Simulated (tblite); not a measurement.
# C4H13BN2Si: the cost of one run

Computed with tblite 0.8.0 and PySCF 2.14.0, with density-fitted response routines of our own, on a single molecule in the gas phase. Atoms are numbered from 0 throughout.

## 1. The starting structure

21 atoms, charge 0, multiplicity 1; geometry from: force field or distance geometry start.

Bonds of the start (Å): B0–N1 1.54, N1–C2 1.42, C2–C3 1.48, C3–N4 1.45, N4–C5 1.46, C5–C6 1.52, N4–Si7 1.81, Si7–N1 1.77, B0–H8 1.19, B0–H9 1.20, C2–H10 1.11, C2–H11 1.10, C3–H12 1.11, C3–H13 1.13, C5–H14 1.13, C5–H15 1.09, C6–H16 1.13, C6–H17 1.10, C6–H18 1.10, Si7–H19 1.46, Si7–H20 1.45.

## 2. Relaxing the molecule with GFN2-xTB

The job: settings as JSON, then the geometry in Å.

```
{"job": {"kind": "relax", "xc": "GFN2-xTB", "basis": "xTB"}, "charge": 0, "multiplicity": 1}
B      2.974200    -1.066900    -0.106200
N      1.682100    -0.551300     0.549900
C      1.641700     0.837300     0.246600
C      0.257000     1.349200     0.344400
N     -0.696200     0.438500    -0.255900
C     -1.741500     0.201600     0.742300
C     -2.928600    -0.368200    -0.017700
Si     0.245300    -1.111300    -0.328400
H      2.945700    -1.043100    -1.292300
H      3.982400    -0.614300     0.350700
H      2.257900     1.383400     0.994700
H      2.034100     1.002200    -0.771100
H     -0.049300     1.726900     1.344800
H      0.209700     2.255700    -0.321900
H     -1.341000    -0.626500     1.399700
H     -1.982000     1.054400     1.369600
H     -3.352100     0.543500    -0.543500
H     -2.523600    -1.017900    -0.810700
H     -3.687700    -0.812500     0.636100
H      0.538300    -1.396000    -1.728300
H     -0.475300    -2.167800     0.351600
```

Started as:

```sh
> OMP_NUM_THREADS=1 python probes_run.py task.json out
```

This one command runs all jobs of the session in turn.

Q: Estimate the wall time and peak memory of this first job on 1 thread of Arm Neoverse N1, shared host.

About 2.8 s, with a peak of 0.18 GiB.
